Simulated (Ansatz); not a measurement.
# CH2FNOSn: a ladder of functionals and wavefunction methods

An exercise on one series of results from a longer session: the logs are not shown, and one member is left open.

Method: functionals in def2-TZVPP, the program's frozen cores in correlated methods; program: Ansatz 0.2.0, Gaussian basis.

Levels to be run: LDA (SPW92), PBE-D4, revPBE-D4, BLYP-D4, r2SCAN-D4, B97M-V, PBE0-D4, B3LYP-D4, r2SCANh-D4, r2SCAN0-D4, HSE06-D4, BHLYP-D4, CAM-B3LYP-D4, LC-ωPBE, ωB97X-V, ωB97M-V, B2PLYP, PBE-QIDH; CCSD(T)/def2-SVP; CCSD(T)/def2-TZVPP; CCSD(T)/def2-QZVPP; extrapolation to the limit; RPA on PBE.

**The geometry**

The geometry comes from an earlier relaxation with PBE0-D4 in a triple-zeta def2 set; it is a stationary point, not always the lowest conformer. Sn takes the def2 core potential; no spin-orbit term is included.

SMILES `O=C=[N][SnH2][F]`, 7 atoms, charge 0, spin multiplicity 1.

Atoms are counted from 1 here; the program's logs count them from 0.

Bond lengths: O1–C2 1.165 Å, C2–N3 1.203 Å, N3–Sn4 2.002 Å, Sn4–F5 1.915 Å, Sn4–H6 1.690 Å, Sn4–H7 1.694 Å. Angles: O1–C2–N3 176.2°, C2–N3–Sn4 138.7°, N3–Sn4–F5 104.6°, N3–Sn4–H6 107.3°, N3–Sn4–H7 109.3°, F5–Sn4–H6 107.1°, F5–Sn4–H7 106.4°, H6–Sn4–H7 120.9°.

Set-up of the first run:

Input file in.yaml:

```yaml
crystal:
  periodic: [false, false, false]
  atoms:
    - {symbol: O, position_ang: [-0.221738, -2.869281, -0.931603]}
    - {symbol: C, position_ang: [-0.121538, -1.906785, -0.283816]}
    - {symbol: N, position_ang: [-0.020928, -0.958236, 0.449392]}
    - {symbol: Sn, position_ang: [0.157431, 1.031635, 0.318539]}
    - {symbol: F, position_ang: [-0.877091, 1.510008, -1.220140]}
    - {symbol: H, position_ang: [-0.618635, 1.696103, 1.665181]}
    - {symbol: H, position_ang: [1.763801, 1.428457, -0.043155]}
basis:
  gaussian: {orbitals: def2-TZVPP}
hamiltonian: {xc: lda}
output: {orbitals: {seedname: orbitals}}
```

Command:

```bash
> ansatz run in.yaml --threads 2 --pin off --events-out ev --progress --plain --max-ram 32768MiB --backend cpu
```

Steps of the session up to this table: LDA; PBE-D4 (GGA); revPBE-D4 (GGA); BLYP-D4 (GGA); r2SCAN-D4 (meta-GGA); B97M-V (meta-GGA); B3LYP-D4 (hybrid); r2SCANh-D4 (hybrid); r2SCAN0-D4 (hybrid); HSE06-D4 (hybrid); BHLYP-D4 (hybrid); CAM-B3LYP-D4 (range-separated); LC-ωPBE (range-separated); ωB97X-V (range-separated); ωB97M-V (range-separated); B2PLYP (double hybrid); PBE-QIDH (double hybrid).

One of the session's tables, all rows but one given; the rest of the session is left out.

It belongs to the step «Orbital energies across the functionals». 

| functional | HOMO (eV) | gap (eV) |
| --- | --- | --- |
| LDA (SPW92) | -7.44 | 5.17 |
| PBE-D4 | -7.23 | 5.23 |
| revPBE-D4 | -7.16 | 5.26 |
| BLYP-D4 | -7.10 | 5.12 |
| r2SCAN-D4 | -7.55 | 5.87 |
| B97M-V | -7.58 | 5.81 |
| PBE0-D4 | -8.64 | 7.56 |
| B3LYP-D4 | -8.39 | 6.99 |
| r2SCANh-D4 | -8.07 | 6.73 |
| r2SCAN0-D4 | -8.86 | 8.01 |
| HSE06-D4 | -8.23 | 6.79 |
| BHLYP-D4 | -9.94 | 9.68 |
| CAM-B3LYP-D4 | ? | ? |
| LC-ωPBE | -11.34 | 12.38 |
| ωB97X-V | -10.97 | 11.89 |
| ωB97M-V | -10.87 | 11.48 |

**Question.** Estimate the row for CAM-B3LYP-D4.

As computed: HOMO (eV): -10.01; gap (eV): 9.83. In the column «HOMO (eV)» it lies between ωB97M-V (-10.87) and BHLYP-D4 (-9.94).
